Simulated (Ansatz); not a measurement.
# CH3AlF2Si (SMILES F[Si]1(F)[CH2][AlH]1) at HF/def2-mTZVP

We compute a short trajectory of CH3AlF2Si. 

The results are computed with Ansatz 0.2.0.

### Step 1. The system as given

CH3AlF2Si: 8 atoms, total charge 0, spin state singlet. As SMILES, `F[Si]1(F)[CH2][AlH]1`. Geometry: relaxed at PBE0-D4/def2-TZVP. The run starts from this shape.

Bond lengths: F1–Si2 1.597 Å, Si2–F3 1.594 Å, Si2–C4 1.856 Å, Si2–Al5 2.326 Å, C4–Al5 1.982 Å, C4–H6 1.090 Å, C4–H7 1.110 Å, Al5–H8 1.583 Å. Some angles: F1–Si2–F3 105.2°, F1–Si2–C4 113.0°, F1–Si2–Al5 117.6°, F3–Si2–C4 118.1°, F3–Si2–Al5 135.7°, C4–Si2–Al5 55.2°, Si2–C4–Al5 74.5°, Si2–Al5–C4 50.3°, Si2–C4–H6 128.6°, Si2–C4–H7 104.0°.

### Step 2. A short trajectory at HF/def2-mTZVP

File job.yaml:

```yaml
crystal:
  periodic: [false, false, false]
  atoms:
    - {symbol: F, position_ang: [0.512500, -1.279800, 1.912900]}
    - {symbol: Si, position_ang: [0.620800, -0.879800, 0.370200]}
    - {symbol: F, position_ang: [2.073100, -1.353900, -0.084200]}
    - {symbol: C, position_ang: [0.133000, 0.880900, 0.041800]}
    - {symbol: Al, position_ang: [-1.330300, -0.222700, -0.713100]}
    - {symbol: H, position_ang: [0.193300, 1.739000, 0.710900]}
    - {symbol: H, position_ang: [0.645500, 1.128500, -0.911200]}
    - {symbol: H, position_ang: [-2.755800, -0.069300, -1.383200]}
basis:
  gaussian:
    orbitals: def2-mTZVP
hamiltonian:
  xc: hf
md:
  timestep: 0.25 fs
  n_steps: 20
  ensemble: nvt_nose_hoover
  temperature: 1500
  initial_velocities: maxwell_boltzmann
  seed: 446
```

Run with:

```console
$ ansatz run job.yaml --threads 1 --pin off --max-ram 2610MiB --events-out events.jsonl --progress --plain --runs-dir runs
```

Q: Predict the results. Wanted: potential energy of the last frame.

**Answer.** As computed:

At HF/def2-mTZVP:

```
                          quantity          value
potential energy of the last frame  -769.48947 Eh
```

What this shows: The run spans only 5 fs, so it is not equilibrated: the temperature averages 1043 K over its second half, against 1500 K at the start, as kinetic energy flows into the vibrations of a start near a minimum.
